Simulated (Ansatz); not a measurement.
# BrCl₂FSn: up Jacob's ladder to CCSD(T)

An exercise on one series of results from a longer session: the logs are not shown, and one member is left open.

Computed with Ansatz 0.2.0, Gaussian basis. Level: functionals in def2-TZVPP, the program's frozen cores in correlated methods.

The runs, in order: LDA (SPW92), PBE-D4, revPBE-D4, BLYP-D4, r2SCAN-D4, B97M-V, PBE0-D4, B3LYP-D4, r2SCANh-D4, r2SCAN0-D4, HSE06-D4, BHLYP-D4, CAM-B3LYP-D4, LC-ωPBE, ωB97X-V, ωB97M-V, B2PLYP, PBE-QIDH; CCSD(T)/def2-SVP; CCSD(T)/def2-TZVPP; MP2/def2-QZVPP; extrapolation to the limit; RPA on PBE.

## The relaxed structure

All runs share one geometry, relaxed beforehand with PBE0-D4 in a triple-zeta def2 set. Sn takes the def2 core potential; no spin-orbit term is included.

SMILES `[F][Sn]([Cl])([Cl])[Br]`, 5 atoms, charge 0, spin multiplicity 1.

Atoms are counted from 1 here; the program's logs count them from 0.

Bond lengths: F1–Sn2 1.894 Å, Sn2–Cl3 2.283 Å, Sn2–Cl4 2.283 Å, Sn2–Br5 2.426 Å. Angles: F1–Sn2–Cl3 106.8°, F1–Sn2–Cl4 106.8°, F1–Sn2–Br5 107.9°, Cl3–Sn2–Cl4 110.7°, Cl3–Sn2–Br5 112.2°, Cl4–Sn2–Br5 112.2°.

Set-up of the first run:

The input, in.yaml:

```yaml
crystal:
  periodic: [false, false, false]
  atoms:
    - {symbol: F, position_ang: [-0.499577, -0.160962, 1.845085]}
    - {symbol: Sn, position_ang: [-0.000153, -0.031686, 0.022882]}
    - {symbol: Cl, position_ang: [1.885286, -1.292540, -0.234598]}
    - {symbol: Cl, position_ang: [-1.724906, -0.897897, -1.196068]}
    - {symbol: Br, position_ang: [0.389350, 2.309485, -0.478700]}
basis:
  gaussian: {orbitals: def2-TZVPP}
hamiltonian: {xc: lda}
output: {orbitals: {seedname: orbitals}}
```

Command:

```bash
> ansatz run in.yaml --threads 4 --pin off --events-out ev --progress --plain --max-ram 10444MiB
```

Among the steps run: LDA; PBE-D4 (GGA); revPBE-D4 (GGA); BLYP-D4 (GGA); r2SCAN-D4 (meta-GGA); B97M-V (meta-GGA); B3LYP-D4 (hybrid); r2SCANh-D4 (hybrid); r2SCAN0-D4 (hybrid); HSE06-D4 (hybrid); BHLYP-D4 (hybrid); CAM-B3LYP-D4 (range-separated); LC-ωPBE (range-separated); ωB97X-V (range-separated); ωB97M-V (range-separated); B2PLYP (double hybrid); PBE-QIDH (double hybrid).

One table of the session follows, with a row left open; its other results are not shown here.

It belongs to the step «Frontier levels by functional». 

```
  functional  HOMO (eV)  LUMO (eV)  gap (eV)
 LDA (SPW92)      -8.27      -4.49      3.78
      PBE-D4      -8.10      -4.15      3.95
   revPBE-D4      -8.04      -4.03      4.01
     BLYP-D4      -7.91      -4.08      3.83
   r2SCAN-D4      -8.48      -4.00      4.48
      B97M-V      -8.54      -3.86      4.68
     PBE0-D4      -9.46      -3.28      6.18
    B3LYP-D4      -9.17      -3.57      5.59
  r2SCANh-D4          ?          ?         ?
  r2SCAN0-D4      -9.70      -3.19      6.51
    HSE06-D4      -9.06      -3.65      5.41
    BHLYP-D4     -10.63      -2.32      8.31
CAM-B3LYP-D4     -10.79      -2.29      8.50
     LC-ωPBE     -12.23      -1.05     11.18
     ωB97X-V     -11.85      -1.15     10.70
     ωB97M-V     -11.68      -1.23     10.45
```

Q: Estimate the row for r2SCANh-D4 from the others.

Worked estimate for «HOMO (eV)». Against the share of exact exchange, r2SCAN-D4 (0, -8.48), r2SCAN0-D4 (0.25, -9.70) give a slope of -4.88 per unit share; at 0.1 the line stands at -8.97.

The run gave: HOMO (eV): -8.97; LUMO (eV): -3.68; gap (eV): 5.29. In «HOMO (eV)» the line misses by 0.00.
